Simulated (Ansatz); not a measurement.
# C2H10O3Si2: molecular dynamics

Aim: follow the molecule's vibrations and see whether its bonds hold. The start is relaxed first. Runs: 300 steps of 0.5 fs under a Nosé-Hoover thermostat at 1000 K. SMILES of the start: CO[SiH](OC)O[SiH3].

All numbers below are computed with Ansatz 0.2.0 (RKS PBE/6-31G*).

## (1) The starting structure

Bond lengths (14 of 16 bonds, heavy atoms first): Si1–O2 1.680 Å, O2–Si3 1.680 Å, Si1–O7 1.680 Å, O7–C8 1.420 Å, Si1–O13 1.679 Å, O13–C14 1.420 Å, Si3–H4 1.460 Å, Si3–H5 1.460 Å, Si3–H6 1.460 Å, C8–H9 1.110 Å, C8–H10 1.110 Å, C8–H11 1.110 Å, Si1–H12 1.459 Å, C14–H15 1.110 Å. Angles (14 of 27 angles, heavy atoms first): Si1–O2–Si3 125.0°, O2–Si1–O7 109.4°, O2–Si1–O13 109.5°, O7–Si1–O13 109.5°, Si1–O7–C8 125.0°, Si1–O13–C14 125.0°, O2–Si1–H12 109.5°, O7–Si1–H12 109.5°, H12–Si1–O13 109.5°, O2–Si3–H4 109.5°, O2–Si3–H5 109.5°, O2–Si3–H6 109.5°, O7–C8–H9 109.5°, O7–C8–H10 109.5°.

Its coordinates follow in the input file.

## (2) Relaxing the start

The input, input.yaml:

```yaml
crystal:
  periodic: [false, false, false]
  atoms:
    - { symbol: Si, position_ang: [0.0, 0.0, 0.0] }
    - { symbol: O, position_ang: [0.0, 0.0, 1.68] }
    - { symbol: Si, position_ang: [-1.3147, -0.4067, 2.6436] }
    - { symbol: H, position_ang: [-2.239, -1.2403, 1.8804] }
    - { symbol: H, position_ang: [-0.8506, -1.1432, 3.8157] }
    - { symbol: H, position_ang: [-1.9987, 0.8095, 3.0733] }
    - { symbol: O, position_ang: [1.5842, 0.0, -0.5594] }
    - { symbol: C, position_ang: [2.3503, -1.1632, -0.836] }
    - { symbol: H, position_ang: [1.7187, -1.9052, -1.3675] }
    - { symbol: H, position_ang: [3.2179, -0.8926, -1.4733] }
    - { symbol: H, position_ang: [2.7141, -1.6023, 0.1163] }
    - { symbol: H, position_ang: [-0.6877, 1.1914, -0.4862] }
    - { symbol: O, position_ang: [-0.7913, -1.3709, -0.5594] }
    - { symbol: C, position_ang: [-1.5365, -2.2685, 0.2501] }
    - { symbol: H, position_ang: [-1.2251, -2.1576, 1.3097] }
    - { symbol: H, position_ang: [-2.6187, -2.04, 0.1571] }
    - { symbol: H, position_ang: [-1.349, -3.3106, -0.083] }
basis:
  gaussian: { orbitals: "6-31G*" }
hamiltonian:
  xc: pbe
relax:
  f_tol: 0.02
  max_steps: 40
```

On the command line:

```console
ansatz run input.yaml --threads 4 --pin off --max-ram 5120MiB --backend cpu --events-out ev --progress --plain --runs-dir out
```

Further steps of the session: Dynamics.

**Question.** What will these runs give? Wanted: relaxation of the start; temperature, first and last step; temperature, second half; potential energy, second half; largest change of the conserved energy; bonds formed or broken.

**Answer**, as computed:

```
                              quantity                           value
               relaxation of the start        37 moves, 1.146 eV lower
                                length             300 steps of 0.5 fs
      temperature, first and last step                  1000 and 680 K
              temperature, second half  mean 671 K, from 386 to 1011 K
         potential energy, second half     +71 meV/atom from the start
largest change of the conserved energy                   0.58 meV/atom
                bonds formed or broken                               0
```

**Reading.** Against a set 1000 K the second half averages 671 K with a spread of 137 K; 71 meV/atom has gone into potential energy, and a thermostat that acts over some 100 fs has not made it up in 150 fs. The conserved energy strays from its start by at most 0.58 meV/atom, 0.8 % of the mean kinetic energy, which is good for a step of 0.5 fs. The bonding pattern survives the run. Averages from a run of 150 fs with 17 atoms are rough. The nuclei move classically, without zero-point motion, which matters most for hydrogen.
